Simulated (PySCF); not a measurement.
# The bond of SnB, level by level

One table from this session's results is given with a row withheld; the runs are named, their logs left out.

The runs use PySCF 2.14.0; Sn x2c-SVPall, B x2c-SVPall, spin-free X2C with a Gaussian nucleus.

Set-up of the first run:

The job is set up so:

```
atoms                         : Sn, B
charge                        : 0
basis                         : Sn x2c-SVPall, B x2c-SVPall
Hamiltonian                   : spin-free X2C with a Gaussian nucleus
basis functions               : 50
electrons treated             : 55
masses in u                   : 119.9022, 11.0093
levels                        : PBE0, PBE, r²SCAN, r²SCAN0, MN15, PBEsol, HF, MP2, SCS-MP2, CCSD, CCSD(T)
grid                          : 80 radial by 434 angular points
occupations                   : held fixed by the projection of orbital angular momentum
dissociation limit            : Sn + B, each in its ground configuration
starting distance in angstrom : 2.165
values of 2S to try           : 1, 3
```

The run is started by

```bash
$ OMP_NUM_THREADS=1 python dia.py task.json out
```

Among the steps run: Set-up; PBE0 along the bond; Other states along the same grid; PBE; r²SCAN; r²SCAN0 (hybrid meta-GGA); MN15; PBEsol; UHF; MP2 and coupled cluster.

One table of the session follows, with a row left open; its other results are not shown here.

Energy (eV) from each level's lowest point:

| R (Å) | UHF | UHF-MP2 | UHF-SCS-MP2 | UHF-CCSD | UHF-CCSD(T) |
| --- | --- | --- | --- | --- | --- |
| 1.876 | 0.771 | 0.900 | 0.897 | n/a | n/a |
| 1.963 | 0.299 | 0.404 | 0.402 | 0.424 | 0.452 |
| 2.050 | 0.063 | 0.128 | 0.128 | 0.142 | 0.158 |
| 2.116 | 0.000 | 0.029 | 0.030 | 0.037 | 0.045 |
| 2.181 | 0.007 | 0.000 | 0.000 | 0.000 | 0.000 |
| 2.246 | 0.062 | 0.029 | 0.025 | 0.015 | 0.008 |
| 2.334 | 0.180 | 0.141 | 0.125 | 0.091 | 0.078 |
| 2.443 | ? | ? | ? | ? | ? |
| 2.574 | 0.569 | 0.712 | 0.613 | 0.480 | 0.462 |
| 2.748 | 0.815 | 1.163 | 0.983 | n/a | n/a |

Estimate the missing values for R (Å) = 2.443.

Worked estimate for «UHF». A straight line through the neighbours (2.334, 0.180) and (2.574, 0.569) gives 0.180 + (0.569 − 0.180) × (2.443 − 2.334) / (2.574 − 2.334) = 0.357; a parabola fitted to 4 rows on both sides gives 0.362.

The run gave: UHF: 0.357; UHF-MP2: 0.372; UHF-SCS-MP2: 0.325; UHF-CCSD: 0.246; UHF-CCSD(T): 0.229. In «UHF» the line misses by 0.000 and the parabola by +0.005.
